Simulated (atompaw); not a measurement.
**La: generating and testing a PAW (atompaw) potential**

Do these settings give a usable potential? It is generated, then checked for scattering, ghosts and hardness.

The numbers are computed with atompaw 4.2.0.5 (PBE, scalar-relativistic, spin-unpolarised reference atom).

### 1 Settings

Typed settings, in words:

```json
{"element": "lanthanum (La, Z = 57)", "type": "PAW", "frozen core": "[Kr] 4d10", "valence charge": "11", "reference configuration": "4f0 5s2 5p6 5d1 6s2 6p0", "partial waves": "5s (bound): rc 2.35 bohr; 6s (bound): rc 3.00 bohr; 5p (bound): rc 2.90 bohr; 6p (bound, empty): rc 3.00 bohr; 5d (bound): rc 3.00 bohr; 5d channel at 1.55 Ry: rc 3.00 bohr; 4f (bound, empty): rc 1.70 bohr; 4f channel at 2.55 Ry: rc 1.70 bohr", "local potential": "bessel scheme, radius 2.90 bohr", "core correction": "smooth core density matched at 2.25 bohr", "augmentation charge": "sinc compensation charge, radius 2.80 bohr; PAW radius 3.00 bohr; waves and projectors: custom rrkj vanderbiltortho"}
```

The outer shells as boxes (Hund's rule for the drawing; the calculation is spin-unpolarised):

```
[Kr] core
4d [↑↓][↑↓][↑↓][↑↓][↑↓]
4f [  ][  ][  ][  ][  ][  ][  ]
5s [↑↓]
5p [↑↓][↑↓][↑↓]
5d [↑ ][  ][  ][  ][  ]
6s [↑↓]
6p [  ][  ][  ]
```

An earlier all-electron run gives the scale for the radii.

All-electron outer shells of the reference configuration (PBE, scalar-relativistic, ld1.x):

```tsv
shell	level (eV)	outermost node (bohr)	outermost maximum (bohr)
4p	-200.00	0.34	0.63
4d	-103.85	0.32	0.68
5s	-38.92	0.77	1.41
5p	-22.40	0.83	1.58
4f	-4.35	–	0.75
6s	-3.68	1.86	3.84
5d	-3.09	0.95	2.21
6p	-1.35	2.21	4.93
```

### 2 Generating the potential

Contents of La.input:

```
La 57
GGA-PBE scalarrelativistic loggrid 2001 logderivrange -5 5 251
6 6 5 4 0 0
6 1 0
5 2 1
4 3 0
0 0 0
c
c
c
c
v
v
c
c
c
v
v
c
c
v
v
3
3.00 2.80 2.90 2.25
n
n
y
1.55
n
y
2.55
n
custom rrkj vanderbiltortho sinc
bessel
2.35
3.00
2.90
3.00
3.00
3.00
1.70
1.70
PWSCFOUT
UPFDX 0.0125d0 UPFXMIN -7.d0 UPFZMESH 57.d0
END
```

The run is started by

```sh
$ atompaw < La.input > La.log
```

Before running it: what results should come out? Wanted: cutoffs for 10 and 1 mRy, occupied levels; bound ghosts; largest phase difference near zero energy, channels read; lowest eigenvalue of the overlap; share of valence orbitals outside the PAW sphere; UPF file.

The runs gave:

| quantity | value |
| --- | --- |
| cutoffs for 10 and 1 mRy, occupied levels | 10 Ry and 18 Ry |
| bound ghosts | none found |
| largest phase difference near zero energy, channels read | 0.059 rad |
| lowest eigenvalue of the overlap (Bessel basis) | 0.093 (p) |
| share of valence orbitals outside the PAW sphere | 5s 1 %, 6s 85 %, 5p 5 %, 6p 95 %, 5d 42 %, 4f 2 % |
| UPF file | written |

It counts as soft on the atom at that tolerance, with 10 Ry needed at the looser tolerance. That counts occupied waves only; other projectors can need more. The Bessel-basis test finds no level below the valence levels. Near zero energy the largest phase difference among the channels read is 0.06 rad, in the p channel. All of this concerns the isolated atom, not yet a solid.
